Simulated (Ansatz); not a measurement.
# Cd2TeS: a single-point run

Aim: a sound single-point run of Cd2TeS. The structure is shown as the input types it. The cell is built on a prototype (ordering on rocksalt) and needn't be the phase found in nature.

Method: density functional or hybrid calculation with the settings of its input, plane waves, in Ansatz 0.2.0.

1 further run of the same task is left out (for a known fault of the program).

### 1 The structure to begin with

It takes space group P4/mmm (No. 123, tetragonal). The conventional cell has a = 4.114 Å, b = 4.114 Å, c = 5.770 Å, α = 90.00°, β = 90.00°, γ = 90.00°. S (site symmetry 4/mmm) has 6 Cd at 2.88 to 2.91 Å as nearest neighbours. Cd (site symmetry 4/mmm) has 2 S at 2.88 Å and 4 Te at 2.91 Å as nearest neighbours. Te (site symmetry 4/mmm) has 6 Cd at 2.88 to 2.91 Å as nearest neighbours. Cd (site symmetry 4/mmm) is surrounded by 2 Te at 2.88 Å and 4 S at 2.91 Å.

Coordinates:

```xyz
4
Lattice="4.1137 0.0000 0.0000 0.0000 4.1137 0.0000 0.0000 0.0000 5.7695" Properties=species:S:1:pos:R:3 pbc="T T T"
S     0.0000    0.0000    0.0000
Cd    0.0000    0.0000    2.8848
Te    2.0569    2.0569    2.8848
Cd    2.0569    2.0569    0.0000
```

### 2 The run

The input, input.yaml:

```yaml
crystal:
  lattice:
    - [4.1137293873, 0.0, 0.0]
    - [0.0, 4.1137293873, 0.0]
    - [0.0, 0.0, 5.7695416818]
  atoms:
    - { symbol: S, position: [0.0, 0.0, 0.0] }
    - { symbol: Cd, position: [0.0, 0.0, 0.5] }
    - { symbol: Te, position: [0.5, 0.5, 0.5] }
    - { symbol: Cd, position: [0.5, 0.5, 0.0] }
kpoints:
  mp_grid: { grid: [4, 4, 4] }
hamiltonian:
  xc: r2scan
scf:
  occupations: { method: methfessel_paxton, width: 1.5 }
  n_extra_bands: 5
output:
  forces: true
  stress: true
  eigenvalues: true
```

On the command line:

```
$ ansatz run input.yaml --threads 4 --pin off --max-ram 3686MiB --backend cpu --events-out ev --progress --plain --runs-dir out
```

Q: Will this input give a usable result? If not, why, and what should change?

This run ends as converged. That alone doesn't make the input a sound one.

In the input, scf.occupations.width is 1.5. Occupations are smeared over electronvolts, wider than many features of the bands.

The test: set scf.occupations.width to 0.05.
